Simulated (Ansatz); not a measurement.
Write a Python script for the Ansatz DFT code, driven from Python that makes a comparison of dispersion corrections of CH₅AlBFOS, SMILES FCB(S)[O][AlH2]. Use (for the species named): PBE0, def2-SVP basis, multiplicity 1, D3BJ dispersion.

```yaml
atoms:
  - { symbol: F, position_ang: [-0.4622, -1.8447, -2.1004] }
  - { symbol: C, position_ang: [0.2532, -1.0180, -1.2739] }
  - { symbol: B, position_ang: [-0.7232, -0.2049, -0.2976] }
  - { symbol: S, position_ang: [-1.8009, -1.1329, 0.8420] }
  - { symbol: O, position_ang: [-0.7263, 1.2490, -0.3475] }
  - { symbol: Al, position_ang: [0.5070, 1.8574, 0.9023] }
  - { symbol: H, position_ang: [0.8851, -0.3055, -1.8768] }
  - { symbol: H, position_ang: [0.9774, -1.6446, -0.6901] }
  - { symbol: H, position_ang: [-0.9300, -1.1593, 1.9337] }
  - { symbol: H, position_ang: [2.0274, 2.0699, 0.4872] }
  - { symbol: H, position_ang: [0.0578, 2.0765, 2.4418] }
```

Script `run_disp.py`:
```python
"""Size of D3 and D4 in CH5AlBFOS."""

import warnings

import ansatz as az

GEOMETRY = """
F    -0.46220   -1.84470   -2.10040
C     0.25320   -1.01800   -1.27390
B    -0.72320   -0.20490   -0.29760
S    -1.80090   -1.13290    0.84200
O    -0.72630    1.24900   -0.34750
Al    0.50700    1.85740    0.90230
H     0.88510   -0.30550   -1.87680
H     0.97740   -1.64460   -0.69010
H    -0.93000   -1.15930    1.93370
H     2.02740    2.06990    0.48720
H     0.05780    2.07650    2.44180
"""

warnings.simplefilter("ignore", az.DeckWarning)

system = az.Crystal.molecule()
for line in GEOMETRY.strip().splitlines():
    symbol, *xyz = line.split()
    system = system.atom(symbol, [float(v) for v in xyz])

calculation = system.calculation().basis(gaussian="def2-SVP")
for name in ["pbe0", "blyp"]:
    for correction in ("d3bj", "d4"):
        summary = calculation.functional(name, dispersion=correction).run(threads=1).report
        print(f"{name:8s} {correction:5s} total {summary['free_energy_ev']:.5f} eV, of which dispersion {1000 * summary['dispersion']['energy']['ev']:.2f} meV")
```

```console
$ python run_disp.py
pbe0     d3bj  total -23968.22509 eV, of which dispersion -224.48 meV
pbe0     d4    total -23968.22577 eV, of which dispersion -225.16 meV
blyp     d3bj  total -23980.84392 eV, of which dispersion -542.30 meV
blyp     d4    total -23980.86871 eV, of which dispersion -567.09 meV
```

What to keep in mind:
- Total energies depend on the basis set; only differences at equal settings carry meaning.
- The geometry is a force-field or estimated start, not a minimum of this method, and the basis set is short of its limit. D4 holds the three-body term, and d3bj doesn't.
- Finished in 17 s on 1 thread of Intel(R) Xeon(R) Platinum 8488C (Sapphire Rapids), with other jobs on the host, peak memory 0.32 GiB.
